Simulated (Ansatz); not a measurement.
# PbF2: the cost of one run

Program: Ansatz 0.2.0. Level of theory: DFT PBE, scalar-relativistic, plane waves, PAW, unless a step names another level. These are calculated values, not measurements.

## Step 1: The system as given

It takes space group P4mm (No. 99, tetragonal). Conventional cell: a = 4.385 Å, b = 4.385 Å, c = 26.770 Å, α = 90.00°, β = 90.00°, γ = 90.00°. Around Pb (site symmetry 4mm) lie 4 F at 2.30 Å. F (site symmetry 2mm) has 2 Pb at 2.30 Å as nearest neighbours.

Structure file:

```cif
data_structure
_symmetry_space_group_name_H-M 'P4mm'
_symmetry_Int_Tables_number 99
_cell_length_a 4.3854
_cell_length_b 4.3854
_cell_length_c 26.7699
_cell_angle_alpha 90.000
_cell_angle_beta 90.000
_cell_angle_gamma 90.000
_cell_volume 514.82
loop_
_atom_site_label
_atom_site_type_symbol
_atom_site_symmetry_multiplicity
_atom_site_Wyckoff_symbol
_atom_site_fract_x
_atom_site_fract_y
_atom_site_fract_z
_atom_site_occupancy
Pb1 Pb 1 b 0.50000 0.50000 0.30690 1
F1 F 2 c 0.00000 0.50000 0.28095 1
```

The cell was relaxed beforehand at this level, from a generated guess; it needn't be the stable form of this composition. At a tolerance of 0.02 Å it has layer group p4mm (No. 55); it has 6.41 Å²/atom, an uncorrected energy of -2.06 eV/atom over the elements.

Only a and b are periodic; c spans vacuum, so the box's volume, pressure and space group aren't properties of the sheet.

## Step 2: Static run: bands, density of states and charges

Contents of input.yaml:

```yaml
crystal:
  lattice:
    - [4.3853658209, 0.0, 0.0]
    - [0.0, 4.3853658209, 0.0]
    - [0.0, 0.0, 26.76985024]
  atoms:
    - { symbol: Pb, position: [0.5, 0.5, 0.3069002355] }
    - { symbol: F, position: [0.0, 0.5, 0.2809478567] }
    - { symbol: F, position: [0.5, 0.0, 0.2809478567] }
  periodic: [true, true, false]
basis:
  ecutwfc: 420
kpoints:
  mp_grid: { grid: [6, 6, 1] }
  band_path:
    path: [[0.0, 0.0, 0.0], [0.0, 0.5, 0.0], [0.5, 0.5, 0.0], [0.0, 0.0, 0.0]]
    npoints: 14
hamiltonian:
  xc: pbe
scf:
  occupations: { method: gaussian, width: 0.02 }
  n_extra_bands: 7
output:
  forces: true
  stress: true
  eigenvalues: true
  populations: true
  dos: { projected: true, de: 0.02, nscf_kmesh: { grid: [9, 9, 1] } }
  bader: true
  write_density: true
  write_potential: true
  elf: true
  volumetric_format: npy
```

Command:

```bash
$ ansatz run input.yaml --threads 1 --pin off --max-ram 2048MiB --backend cpu --events-out ev --progress --plain --runs-dir out
```

Q: Estimate wall time and peak memory on 1 thread of Arm Neoverse V1, shared host.

About 64 s, with a peak of 0.62 GiB.
